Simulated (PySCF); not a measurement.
# DyH5O4 (Dy(OH)3(H2O)+): the cost of one run

Method: several levels, as the steps say, no spin–orbit coupling; program: PySCF 2.14.0.

1 further run of the same task is left out (for a known fault of the program).

## 1. Where the work starts

10 atoms, charge 1, spin multiplicity 1.

Bond lengths: Dy1–O2 1.937 Å, Dy1–O4 1.935 Å, Dy1–O6 1.935 Å, Dy1–O8 2.302 Å, O2–H3 0.963 Å, O4–H5 0.963 Å, O6–H7 0.963 Å, O8–H9 0.971 Å, O8–H10 0.971 Å. Angles: O2–Dy1–O4 113.0°, O2–Dy1–O6 113.4°, O2–Dy1–O8 102.6°, O4–Dy1–O6 111.6°, O4–Dy1–O8 108.2°, O6–Dy1–O8 107.4°, Dy1–O2–H3 166.9°, Dy1–O4–H5 168.8°, Dy1–O6–H7 168.6°, Dy1–O8–H9 125.2°, Dy1–O8–H10 127.8°, H9–O8–H10 107.0°.

As a file:

| atom | x (Å) | y (Å) | z (Å) |
| --- | --- | --- | --- |
| Dy1 | -0.01208 | -0.09469 | 0.02970 |
| O2 | 1.12171 | 1.11297 | 1.03383 |
| H3 | 1.75707 | 1.52787 | 1.62675 |
| O4 | -1.24132 | -1.08279 | 1.15025 |
| H5 | -1.69771 | -1.65306 | 1.77772 |
| O6 | 0.97332 | -1.26570 | -1.15431 |
| H7 | 1.53328 | -1.92255 | -1.58080 |
| O8 | -1.23499 | 1.34407 | -1.28753 |
| H9 | -1.17373 | 2.31274 | -1.26555 |
| H10 | -1.89457 | 1.11668 | -1.96229 |

Formal oxidation states: Dy +4. Each metal's 8 4f electrons lie in its core potential, so multiplicities, spins and levels count the valence alone. An earlier session relaxed this geometry at PBE0, Dy lcecp-2-SVP with ECP54, O def2-SVP, H def2-SVP (singlet, point group C1).

At PBE0 on the finer grid: E = -347.364145 Eh, frontier levels not given, since the 4f levels lie in the core, Mulliken charge on Dy1 +1.41 e, largest force component 0.013 eV/Å. 

Levels to run: HF; BLYP; PBE0, TZVP. Hardware: 2 threads of Arm Neoverse V2, shared host.

## 2. HF

File run.py (the lines that set the calculation):

```python
mol = gto.M(atom='''
Dy    -0.01208    -0.09469     0.02970
O      1.12171     1.11297     1.03383
H      1.75707     1.52787     1.62675
O     -1.24132    -1.08279     1.15025
H     -1.69771    -1.65306     1.77772
O      0.97332    -1.26570    -1.15431
H      1.53328    -1.92255    -1.58080
O     -1.23499     1.34407    -1.28753
H     -1.17373     2.31274    -1.26555
H     -1.89457     1.11668    -1.96229''',
    basis={'Dy': 'lcecp-2-SVP', 'O': 'def2-SVP', 'H': 'def2-SVP'},
    ecp={'Dy': 'lcecp-2-SVP'},
    charge=1, spin=0)
mf = scf.RHF(mol)
mf = mf.density_fit()  # fitting sets: Dy AutoAux, O def2-universal-JKFIT, H def2-universal-JKFIT
mf.conv_tol = 1e-08; mf.max_cycle = 55
mf.kernel(dm0)  # dm0: the density of the relaxed state
```

On the command line:

```
OMP_NUM_THREADS=2 python run.py
```

**Question.** How long does this run take on 2 threads of Arm Neoverse V2, shared host?

About 3.3 s.
